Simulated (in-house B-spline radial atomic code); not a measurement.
**Ni¹⁸⁺: Hartree-Fock with and without relativity**

Aim: what relativity does to the energy, levels and radii of Ni¹⁸⁺.

The numbers are computed with in-house B-spline radial atomic code version 1 (Hartree-Fock averaged over the configuration, non-relativistic (point nucleus) and Dirac-Coulomb (finite nucleus); spherical all-electron atom at the radial basis limit), except any that are marked as measured or tabulated.

## (1) The system

```
element       : nickel (Z = 28)
charge        : +18
electrons     : 10
configuration : [He] 2s2 2p6
nucleus       : point (non-relativistic run); Fermi, rms radius 3.776 fm (Dirac runs)
```

Outer shells as boxes (Hund's rule):

[He] 2s2 2p6
```
[He] core
2s [↑↓]
2p [↑↓][↑↓][↑↓]
```

## (2) Non-relativistic run

Input settings:

```ini
Z = 28
electrons = 10.0
configuration = [He] 2s2 2p6
hamiltonian = nr
method = hf
spin_polarised = False
```

## (3) Dirac-Coulomb run

Input settings:

```ini
Z = 28
electrons = 10.0
configuration = [He] 2s2 2p6
hamiltonian = dirac
method = hf
spin_polarised = False
nucleus = fermi
rms_radius = 3.7757
mass_number = 58
atomic_mass = 57.93534165
speed_of_light = 137.035999084
```

How much does each shell's level and mean radius change with the Dirac Hamiltonian, and the total energy?

As calculated:

Levels and radii; the Dirac values are averaged over j with the occupations as weights.

| shell | ε non-rel. (eV) | ε Dirac (eV) | <r> non-rel. (bohr) | <r> Dirac (bohr) | change of <r> (%) |
| --- | --- | --- | --- | --- | --- |
| 1s | -8996.11 | -9089.00 | 0.05477 | 0.05402 | -1.37 |
| 2s | -1671.44 | -1693.24 | 0.2429 | 0.2395 | -1.40 |
| 2p | -1542.54 | -1548.49 | 0.2119 | 0.2106 | -0.65 |

What this shows: The Dirac run lies -11.97 hartree (-0.89 %) from the non-relativistic one; the finite nucleus has a part in that. The first-order mass-velocity and Darwin terms of the non-relativistic run add up to -11.40 hartree, 95 % of it. Averaged over j, the 2s shell contracts most (-1.40 %). Spin-orbit coupling splits the 2p level by 18.356 eV. Breit terms add 0.555 hartree and QED terms 0.398 hartree.
